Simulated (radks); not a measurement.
# Ru²⁺ with its nuclear charge varied continuously

What is the energy between the elements? 42 electrons are held in [Kr] 4d6 while Z is changed in small steps.

The numbers are computed with radks (a radial shooting solver on a logarithmic mesh, Libxc functionals) version 1 (Dirac Kohn-Sham, BLYP, spin-unpolarised, spherical densities, finite nucleus; open shells are shared between the two j in proportion to 2j + 1), except any that are marked as measured or tabulated.

### Step 1. What is computed

* element: ruthenium (Z = 44)
* charge: +2
* electrons: 42
* configuration: [Kr] 4d6
* nuclear rms radius: 4.4809 fm

The outer shells:

Ru²⁺
```
[Kr] core
4d [↑↓][↑ ][↑ ][↑ ][↑ ]
```

### Step 2. Z = 44

Settings of this run:

```text
Z 44
configuration [Kr] 4d6
relativity Dirac
functional b88,lyp
spin unpolarised
j_filling average
nucleus finite rms 4.4809 fm
c 137.035999084
```

### Step 3. Z = 43.5

Changes since step 2:

```diff
@@ -1,2 +1,2 @@
-Z 44
+Z 43.5
 configuration [Kr] 4d6
```

### Step 4. Z = 43.6

Changes since step 3:

```diff
@@ -1,2 +1,2 @@
-Z 43.5
+Z 43.6
 configuration [Kr] 4d6
```

### Step 5. Z = 43.7

Changes since step 4:

```diff
@@ -1,2 +1,2 @@
-Z 43.6
+Z 43.7
 configuration [Kr] 4d6
```

### Step 6. Z = 43.8

Changes since step 5:

```diff
@@ -1,2 +1,2 @@
-Z 43.7
+Z 43.8
 configuration [Kr] 4d6
```

### Step 7. Z = 43.9

Changes since step 6:

```diff
@@ -1,2 +1,2 @@
-Z 43.8
+Z 43.9
 configuration [Kr] 4d6
```

### Step 8. Z = 44.1

Changes since step 7:

```diff
@@ -1,2 +1,2 @@
-Z 43.9
+Z 44.1
 configuration [Kr] 4d6
```

### Step 9. Z = 44.2

Changes since step 8:

```diff
@@ -1,2 +1,2 @@
-Z 44.1
+Z 44.2
 configuration [Kr] 4d6
```

### Step 10. Z = 44.3

Changes since step 9:

```diff
@@ -1,2 +1,2 @@
-Z 44.2
+Z 44.3
 configuration [Kr] 4d6
```

### Step 11. Z = 44.4

Changes since step 10:

```diff
@@ -1,2 +1,2 @@
-Z 44.3
+Z 44.4
 configuration [Kr] 4d6
```

### Step 12. Z = 44.5

Changes since step 11:

```diff
@@ -1,2 +1,2 @@
-Z 44.4
+Z 44.5
 configuration [Kr] 4d6
```

### Step 13. Z = 44.6

Changes since step 12:

```diff
@@ -1,2 +1,2 @@
-Z 44.5
+Z 44.6
 configuration [Kr] 4d6
```

### Step 14. Z = 44.7

Changes since step 13:

```diff
@@ -1,2 +1,2 @@
-Z 44.6
+Z 44.7
 configuration [Kr] 4d6
```

### Step 15. Z = 44.8

Changes since step 14:

```diff
@@ -1,2 +1,2 @@
-Z 44.7
+Z 44.8
 configuration [Kr] 4d6
```

### Step 16. Z = 44.9

Changes since step 15:

```diff
@@ -1,2 +1,2 @@
-Z 44.8
+Z 44.9
 configuration [Kr] 4d6
```

### Step 17. Z = 45

Changes since step 16:

```diff
@@ -1,2 +1,2 @@
-Z 44.9
+Z 45
 configuration [Kr] 4d6
```

Q: Predict the outcome of this session. Wanted: for each run, Z; E; E(electron-nucleus)/Z; highest level; its energy; <r>.

**Answer**, as computed:

```csv
Z,E (hartree),E(electron-nucleus)/Z (hartree),highest level,its energy (eV),<r> (bohr)
43.5,-4407.84166,-244.564,4d5/2,-17.244,1.645
43.6,-4432.33641,-245.331,4d5/2,-18.518,1.622
43.7,-4456.90793,-246.099,4d5/2,-19.821,1.600
43.8,-4481.55621,-246.867,4d5/2,-21.152,1.579
43.9,-4506.28125,-247.634,4d5/2,-22.512,1.559
44,-4531.08305,-248.402,4d5/2,-23.899,1.540
44.1,-4555.96161,-249.169,4d5/2,-25.312,1.521
44.2,-4580.91694,-249.937,4d5/2,-26.753,1.503
44.3,-4605.94904,-250.705,4d5/2,-28.219,1.486
44.4,-4631.05792,-251.473,4d5/2,-29.711,1.469
44.5,-4656.24358,-252.241,4d5/2,-31.229,1.453
44.6,-4681.50604,-253.009,4d5/2,-32.771,1.437
44.7,-4706.84531,-253.777,4d5/2,-34.338,1.422
44.8,-4732.26139,-254.545,4d5/2,-35.930,1.407
44.9,-4757.75431,-255.313,4d5/2,-37.546,1.393
45,-4783.32407,-256.082,4d5/2,-39.186,1.379
```

At Z = 44 the central difference of E is -248.402 hartree, against -248.402 from the Hellmann-Feynman theorem. The top level goes from -17.244 eV at Z = 43.5 to -39.186 eV at Z = 45.
